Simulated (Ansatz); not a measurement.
# Al2GaP3: the cost of one run

Computed with Ansatz 0.2.0 (DFT PBE, scalar-relativistic, plane waves, PAW, unless a step names another level, unless a step's input says otherwise).

1 further run of the same task is left out (set aside as unsound or not needed).

## Step 1: The starting structure

It takes space group P6_3mc (No. 186, hexagonal). The conventional cell has a = 3.886 Å, b = 3.886 Å, c = 19.165 Å, α = 90.00°, β = 90.00°, γ = 120.00°. Around Al (site symmetry 3m) lie 4 P at 2.38 to 2.39 Å. Around Ga (site symmetry 3m) lie 4 P at 2.39 Å. P (site symmetry 3m) is surrounded by 4 Al at 2.38 to 2.39 Å. P (site symmetry 3m) has 3 Al at 2.38 Å and 1 Ga at 2.39 Å as nearest neighbours. Around P (site symmetry 3m) lie 3 Ga at 2.39 Å and 1 Al at 2.39 Å.

As a file:

```
CELL_PARAMETERS angstrom
3.88588 0.00000 0.00000
-1.94294 3.36527 0.00000
0.00000 0.00000 19.16456
ATOMIC_POSITIONS crystal
Al 0.33333 0.66667 0.00002
Al 0.33333 0.66667 0.66649
Al 0.66667 0.33333 0.16649
Al 0.66667 0.33333 0.50002
Ga 0.33333 0.66667 0.33366
Ga 0.66667 0.33333 0.83366
P 0.33333 0.66667 0.12487
P 0.33333 0.66667 0.45862
P 0.33333 0.66667 0.79133
P 0.66667 0.33333 0.29133
P 0.66667 0.33333 0.62487
P 0.66667 0.33333 0.95862
```

The cell was relaxed beforehand at this level, from a generated guess; it is a trial structure. At a tolerance of 0.02 Å it has space group P6_3mc (No. 186); it has 20.88 Å³/atom, an uncorrected energy of -0.56 eV/atom over the elements and, on its mesh, gap 1.52 eV.

## Step 2: Elastic constants, atoms relaxed

Contents of input.yaml:

```yaml
crystal:
  lattice:
    - [3.8858823946, 0.0, 0.0]
    - [-1.9429411973, 3.3652728698, 0.0]
    - [0.0, 0.0, 19.1649970616]
  atoms:
    - { symbol: Al, position: [0.3333333333, 0.6666666667, 1.89277e-05] }
    - { symbol: Al, position: [0.3333333333, 0.6666666667, 0.6664918281] }
    - { symbol: Al, position: [0.6666666667, 0.3333333333, 0.1664918281] }
    - { symbol: Al, position: [0.6666666667, 0.3333333333, 0.5000189277] }
    - { symbol: Ga, position: [0.3333333333, 0.6666666667, 0.33366617] }
    - { symbol: Ga, position: [0.6666666667, 0.3333333333, 0.83366617] }
    - { symbol: P, position: [0.3333333333, 0.6666666667, 0.1248724375] }
    - { symbol: P, position: [0.3333333333, 0.6666666667, 0.4586129191] }
    - { symbol: P, position: [0.3333333333, 0.6666666667, 0.7913367175] }
    - { symbol: P, position: [0.6666666667, 0.3333333333, 0.2913367175] }
    - { symbol: P, position: [0.6666666667, 0.3333333333, 0.6248724375] }
    - { symbol: P, position: [0.6666666667, 0.3333333333, 0.9586129191] }
basis:
  ecutwfc: 420
kpoints:
  mp_grid: { grid: [12, 12, 2] }
hamiltonian:
  xc: pbe
scf:
  occupations: { method: fixed }
output:
  forces: true
  stress: true
  eigenvalues: true
  polarization: {}
elastic:
  mode: relaxed_ion
  stencil: two_point
```

Launch:

```
ansatz run input.yaml --threads 4 --pin off --max-ram 8192MiB --backend cpu --events-out ev --progress --plain --runs-dir out
```

What time and memory should one allow on 4 threads of Arm Neoverse V1, shared host?

About 17 min, with a peak of 1.5 GiB.
